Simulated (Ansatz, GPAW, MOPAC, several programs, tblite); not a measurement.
# What cheap methods get right for OsBrCl (a single layer)

How much accuracy does each second buy? OsBrCl as a single layer in vacuum is computed with 9 methods, from the cheapest up to r2SCAN.

Method: no spin polarisation, static lattice; gaps from single points on the cell relaxed beforehand with r²SCAN, in MOPAC, tblite, GPAW, Ansatz (versions at each run).

## 1. The system as given

Symmetry: P3m1, No. 156, trigonal system. Conventional cell: a = 3.541 Å, b = 3.541 Å, c = 30.361 Å, α = 90.00°, β = 90.00°, γ = 120.00°. Os (site symmetry 3m) is surrounded by 3 Br at 2.39 Å and 3 Cl at 2.75 Å. Cl (site symmetry 3m) has 3 Os at 2.75 Å as nearest neighbours. Br (site symmetry 3m) has 3 Os at 2.39 Å as nearest neighbours.

As a file:

```cif
data_structure
_symmetry_space_group_name_H-M 'P 1'
_symmetry_Int_Tables_number 1
_cell_length_a 3.5407
_cell_length_b 3.5407
_cell_length_c 30.3613
_cell_angle_alpha 90.000
_cell_angle_beta 90.000
_cell_angle_gamma 120.000
_cell_volume 329.63
loop_
_atom_site_label
_atom_site_type_symbol
_atom_site_fract_x
_atom_site_fract_y
_atom_site_fract_z
_atom_site_occupancy
Os1 Os 0.33333 0.66667 0.28979 1
Cl1 Cl 0.66667 0.33333 0.35043 1
Br1 Br 0.66667 0.33333 0.24907 1
```

The cell holds a single layer (2H monolayer (Janus)) with vacuum along c; the form is built, and need not be the compound's stable one.

**Question.** The methods are PM6, PM7, GFN1-xTB (tblite), GFN2-xTB (tblite), PBE/single-zeta, coarse PBE, GLLB-SC, PBE, r2SCAN. What gap does r2SCAN give on this cell, and which other methods (full PBE left aside) come nearest to r2SCAN and farthest in gap?

```
                                      quantity                                         value
                                        r2SCAN                                   gap 0.62 eV
gap: nearest and farthest of the other methods  GFN1-xTB (tblite) (-0.01 eV), PM6 (+3.18 eV)
```

What this shows: Among the 6 methods compared for the gap (full PBE left aside), GFN1-xTB (tblite) is nearest to r2SCAN and PM6 farthest. A minimal basis or a coarse cutoff and mesh shifts results by its own error, so closeness to r2SCAN can be chance. Cluster runs see only the k-points that fold onto the zone centre, so their gaps can miss the band edges. GLLB-SC is compared with its derivative discontinuity added. PM7 ended in an unphysical state and is left out of the comparison. CPU times run from 1.8 s (GFN1-xTB (tblite)) to 3.6 min (GLLB-SC). On this cell GLLB-SC cost more than r2SCAN itself (80 s), so it is no saving here. r2SCAN is a yardstick, not the truth: it usually gives gaps below the measured ones. Spin-orbit coupling is left out throughout.
